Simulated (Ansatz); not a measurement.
**C9H21P: up Jacob's ladder to CCSD(T)**

One table from this session's results is given with a row withheld; the runs are named, their logs left out.

The runs use Ansatz 0.2.0, Gaussian basis; functionals in def2-TZVPP, the program's frozen cores in correlated methods.

Levels to be run: LDA (SPW92), PBE-D4, revPBE-D4, BLYP-D4, r2SCAN-D4, B97M-V, PBE0-D4, B3LYP-D4, r2SCANh-D4, r2SCAN0-D4, HSE06-D4, BHLYP-D4, CAM-B3LYP-D4, LC-ωPBE, ωB97X-V, ωB97M-V, B2PLYP, PBE-QIDH; CCSD(T)/def2-SVP; CCSD(T)/def2-TZVPP; RPA on PBE.

1 further run of the same task is left out (it didn't finish).

## The relaxed structure

All runs share one geometry, relaxed beforehand with PBE0-D4 in a triple-zeta def2 set.

SMILES `CP(C(C)(C)C)C(C)(C)C`, 31 atoms, charge 0, spin multiplicity 1.

Atoms are counted from 1 here; the program's logs count them from 0.

Bond lengths: C1–P2 1.842 Å, C1–H11 1.090 Å, C1–H12 1.093 Å, C1–H13 1.092 Å, P2–C3 1.887 Å, P2–C7 1.889 Å, C3–C4 1.531 Å, C3–C5 1.522 Å, C3–C6 1.529 Å, C4–H14 1.094 Å, C4–H15 1.091 Å, C4–H16 1.095 Å, C5–H17 1.091 Å, C5–H18 1.096 Å, C5–H19 1.093 Å, C6–H20 1.090 Å, C6–H21 1.096 Å, C6–H22 1.093 Å and more. Angles: P2–C1–H11 109.3°, P2–C1–H12 114.2°, P2–C1–H13 108.7°, H11–C1–H12 108.9°, H11–C1–H13 107.1°, H12–C1–H13 108.4°, C1–P2–C3 101.4°, C1–P2–C7 100.5°, C3–P2–C7 110.2°, P2–C3–C4 105.1°, P2–C3–C5 117.0°, P2–C3–C6 108.0°, C4–C3–C5 108.9°, C4–C3–C6 107.6°, C5–C3–C6 109.8°, C3–C4–H14 111.6°, C3–C4–H15 112.1°, C3–C4–H16 109.4° and more.

The first run:

Contents of in.yaml:

```yaml
crystal:
  periodic: [false, false, false]
  atoms:
    - {symbol: C, position_ang: [-0.486874, -1.951586, -0.988884]}
    - {symbol: P, position_ang: [0.391723, -0.334178, -0.931700]}
    - {symbol: C, position_ang: [-1.051556, 0.869809, -0.767324]}
    - {symbol: C, position_ang: [-1.962547, 0.565864, -1.959423]}
    - {symbol: C, position_ang: [-1.872893, 0.793363, 0.512320]}
    - {symbol: C, position_ang: [-0.508287, 2.286933, -0.950857]}
    - {symbol: C, position_ang: [1.297943, -0.493578, 0.717837]}
    - {symbol: C, position_ang: [1.750910, 0.883578, 1.191779]}
    - {symbol: C, position_ang: [2.548110, -1.311391, 0.379479]}
    - {symbol: C, position_ang: [0.544684, -1.201065, 1.838887]}
    - {symbol: H, position_ang: [-0.929515, -2.086439, -1.975965]}
    - {symbol: H, position_ang: [-1.267453, -2.063439, -0.232375]}
    - {symbol: H, position_ang: [0.243505, -2.751243, -0.852125]}
    - {symbol: H, position_ang: [-1.397586, 0.517606, -2.895090]}
    - {symbol: H, position_ang: [-2.500441, -0.375642, -1.834732]}
    - {symbol: H, position_ang: [-2.707235, 1.362300, -2.059498]}
    - {symbol: H, position_ang: [-1.305651, 1.125674, 1.383131]}
    - {symbol: H, position_ang: [-2.748751, 1.446935, 0.426971]}
    - {symbol: H, position_ang: [-2.239508, -0.217146, 0.707482]}
    - {symbol: H, position_ang: [0.139961, 2.594954, -0.130218]}
    - {symbol: H, position_ang: [-1.340970, 2.997202, -0.999461]}
    - {symbol: H, position_ang: [0.062626, 2.369785, -1.878770]}
    - {symbol: H, position_ang: [0.919153, 1.482768, 1.566109]}
    - {symbol: H, position_ang: [2.244501, 1.442269, 0.392042]}
    - {symbol: H, position_ang: [2.468147, 0.771339, 2.011998]}
    - {symbol: H, position_ang: [3.159467, -1.438507, 1.279535]}
    - {symbol: H, position_ang: [3.154461, -0.814103, -0.380541]}
    - {symbol: H, position_ang: [2.299045, -2.309330, 0.009497]}
    - {symbol: H, position_ang: [1.190902, -1.274589, 2.721099]}
    - {symbol: H, position_ang: [-0.358305, -0.669739, 2.137772]}
    - {symbol: H, position_ang: [0.262453, -2.218372, 1.561029]}
basis:
  gaussian: {orbitals: def2-TZVPP}
hamiltonian: {xc: lda}
output: {orbitals: {seedname: orbitals}}
```

Command:

```console
$ ansatz run in.yaml --threads 4 --pin off --events-out ev --progress --plain --max-ram 46080MiB --backend cuda --devices 0, --max-vram 37GiB
```

Among the steps run: LDA; PBE-D4 (GGA); revPBE-D4 (GGA); BLYP-D4 (GGA); r2SCAN-D4 (meta-GGA); B97M-V (meta-GGA); B3LYP-D4 (hybrid); r2SCANh-D4 (hybrid); r2SCAN0-D4 (hybrid); HSE06-D4 (hybrid); BHLYP-D4 (hybrid); CAM-B3LYP-D4 (range-separated); LC-ωPBE (range-separated); ωB97X-V (range-separated); ωB97M-V (range-separated); B2PLYP (double hybrid); PBE-QIDH (double hybrid).

One table of the session follows, with a row left open; its other results are not shown here.

It belongs to the step «Orbital energies across the functionals». 

```
  functional  HOMO (eV)  LUMO (eV)  gap (eV)
 LDA (SPW92)      -5.05      -0.05      5.00
      PBE-D4      -4.93       0.17      5.11
   revPBE-D4      -4.87       0.30      5.17
     BLYP-D4      -4.81       0.21      5.02
   r2SCAN-D4      -5.11       0.68      5.79
      B97M-V      -5.24       0.22      5.46
     PBE0-D4      -6.01       0.97      6.99
    B3LYP-D4      -5.83       0.67      6.50
  r2SCANh-D4          ?          ?         ?
  r2SCAN0-D4      -6.13       1.35      7.48
    HSE06-D4      -5.62       0.60      6.22
    BHLYP-D4      -7.01       1.61      8.63
CAM-B3LYP-D4      -7.31       1.77      9.08
     LC-ωPBE      -8.61       3.06     11.67
     ωB97X-V      -8.31       2.79     11.10
     ωB97M-V      -8.19       2.41     10.60
```

Estimate the missing values for r2SCANh-D4.

Worked estimate for «HOMO (eV)». Against the share of exact exchange, r2SCAN-D4 (0, -5.11), r2SCAN0-D4 (0.25, -6.13) give a slope of -4.08 per unit share; at 0.1 the line stands at -5.52.

The run gave: HOMO (eV): -5.52; LUMO (eV): 0.97; gap (eV): 6.49. In «HOMO (eV)» the line misses by 0.00.
